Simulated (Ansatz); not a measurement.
# CH₅FMoN₂O: how energies converge with the basis set

The task here is to estimate one member of a computed series from the others.

The runs use Ansatz 0.2.0, Gaussian basis; one geometry, several basis sets.

Levels to be run: PBE0-D4/def2-SVP; ωB97M-V/def2-SVP; PBE0-D4/def2-QZVPP; ωB97M-V/def2-QZVPP; the functionals' def2-TZVPP values are taken from earlier runs.

### The geometry

All runs share one geometry, relaxed beforehand with PBE0-D4 in a triple-zeta def2 set. Mo takes the def2 core potential; no spin-orbit term is included.

SMILES `C[O][Mo](=[NH])(=[NH])[F]`, 11 atoms, charge 0, spin multiplicity 1.

Atoms are counted from 1 here; the program's logs count them from 0.

Bond lengths: C1–O2 1.403 Å, C1–H7 1.094 Å, C1–H8 1.093 Å, C1–H9 1.094 Å, O2–Mo3 1.860 Å, Mo3–N4 1.720 Å, Mo3–N5 1.725 Å, Mo3–F6 1.867 Å, N4–H10 1.009 Å, N5–H11 1.012 Å. Angles: O2–C1–H7 109.7°, O2–C1–H8 108.7°, O2–C1–H9 111.4°, H7–C1–H8 108.7°, H7–C1–H9 109.2°, H8–C1–H9 109.1°, C1–O2–Mo3 134.7°, O2–Mo3–N4 108.6°, O2–Mo3–N5 107.6°, O2–Mo3–F6 112.6°, N4–Mo3–N5 109.5°, N4–Mo3–F6 109.4°, N5–Mo3–F6 109.1°, Mo3–N4–H10 159.0°, Mo3–N5–H11 150.1°.

As a file:

```
C     0.60060   -1.87362    0.21474
O     0.97759   -0.52836    0.08177
Mo    0.08191    1.09813    0.19195
N     0.23620    1.91358   -1.31411
N    -1.58176    0.75667    0.49337
F     0.73969    2.18710    1.55895
H     0.55887   -2.34429   -0.77213
H     1.35195   -2.39046    0.81790
H    -0.37544   -1.96832    0.70048
H    -0.03651    2.33619   -2.18912
H    -2.55309    0.81335    0.21619
```

Set-up of the first run:

File in.yaml:

```yaml
crystal:
  periodic: [false, false, false]
  atoms:
    - {symbol: C, position_ang: [0.600597, -1.873615, 0.214735]}
    - {symbol: O, position_ang: [0.977593, -0.528355, 0.081770]}
    - {symbol: Mo, position_ang: [0.081906, 1.098126, 0.191955]}
    - {symbol: N, position_ang: [0.236201, 1.913582, -1.314105]}
    - {symbol: N, position_ang: [-1.581763, 0.756666, 0.493370]}
    - {symbol: F, position_ang: [0.739695, 2.187101, 1.558947]}
    - {symbol: H, position_ang: [0.558870, -2.344292, -0.772132]}
    - {symbol: H, position_ang: [1.351953, -2.390464, 0.817897]}
    - {symbol: H, position_ang: [-0.375437, -1.968315, 0.700480]}
    - {symbol: H, position_ang: [-0.036515, 2.336192, -2.189122]}
    - {symbol: H, position_ang: [-2.553090, 0.813353, 0.216195]}
basis:
  gaussian: {orbitals: def2-SVP}
hamiltonian: {xc: pbe0, dispersion: d4}
output: {orbitals: {seedname: orbitals}}
```

The run is started by

```bash
ansatz run in.yaml --threads 4 --pin off --events-out ev --progress --plain --max-ram 11315MiB
```

Among the steps run: PBE0-D4 in def2-SVP; ωB97M-V in def2-SVP; PBE0-D4 in def2-QZVPP; ωB97M-V in def2-QZVPP.

One of the session's tables, all rows but one given; the rest of the session is left out.

It belongs to the step «Functionals by basis». 

| functional | basis | HOMO (eV) |
| --- | --- | --- |
| PBE0-D4 | def2-SVP | -7.71 |
| PBE0-D4 | def2-TZVPP | -7.79 |
| PBE0-D4 | def2-QZVPP | ? |
| ωB97M-V | def2-SVP | -9.95 |
| ωB97M-V | def2-TZVPP | -10.05 |
| ωB97M-V | def2-QZVPP | -10.07 |

**Question.** Estimate the row for PBE0-D4, def2-QZVPP.

The run gave: HOMO (eV): -7.82. In the column «HOMO (eV)» it lies between ωB97M-V, def2-SVP (-9.95) and PBE0-D4, def2-TZVPP (-7.79).
